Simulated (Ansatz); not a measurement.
Wanted: the native input for an Ansatz 0.2.0 run.

```yaml
Task: single point
Functional: PBE
Potentials_or_basis: Ansatz PAW
Cutoff: "420 eV (not typed: the program's choice for these potentials)"
k_mesh: 7 × 7 × 7
Occupations: gaussian, width 0.015 eV
Spin: no spin polarisation
```

Crystal: BiTe.

```
CELL_PARAMETERS angstrom
0.00000 3.23500 3.23500
3.23500 0.00000 3.23500
3.23500 3.23500 0.00000
ATOMIC_POSITIONS crystal
Bi 0.00000 0.00000 0.00000
Te 0.50000 0.50000 0.50000
```

The input as run:

input.yaml

```yaml
crystal:
  lattice:
    - [0.0, 3.235, 3.235]
    - [3.235, 0.0, 3.235]
    - [3.235, 3.235, 0.0]
  atoms:
    - { symbol: Bi, position: [0.0, 0.0, 0.0] }
    - { symbol: Te, position: [0.5, 0.5, 0.5] }
hamiltonian:
  xc: pbe
  pseudopotentials: { kind: paw }
kpoints:
  mp_grid: { grid: [7, 7, 7] }
scf:
  occupations: { method: gaussian, width: 0.015 }
output:
  forces: true
  stress: true
  eigenvalues: true
```

Potentials or basis: Ansatz PAW.

Run with:

```sh
$ ansatz run input.yaml --threads 2 --pin off --max-ram 5632MiB --backend cpu --events-out ev --progress --plain --runs-dir out
```

It gave:

- Pressure: 1.0 GPa
- Band gap on the k mesh: none (metal or under the smearing width)

Caveat: spin-orbit coupling is left out, which moves the levels of the heavy elements.

It took 0.96 s on 2 threads of AMD EPYC 7R32 (Zen 2), with other jobs on the host, peak memory 0.41 GiB.
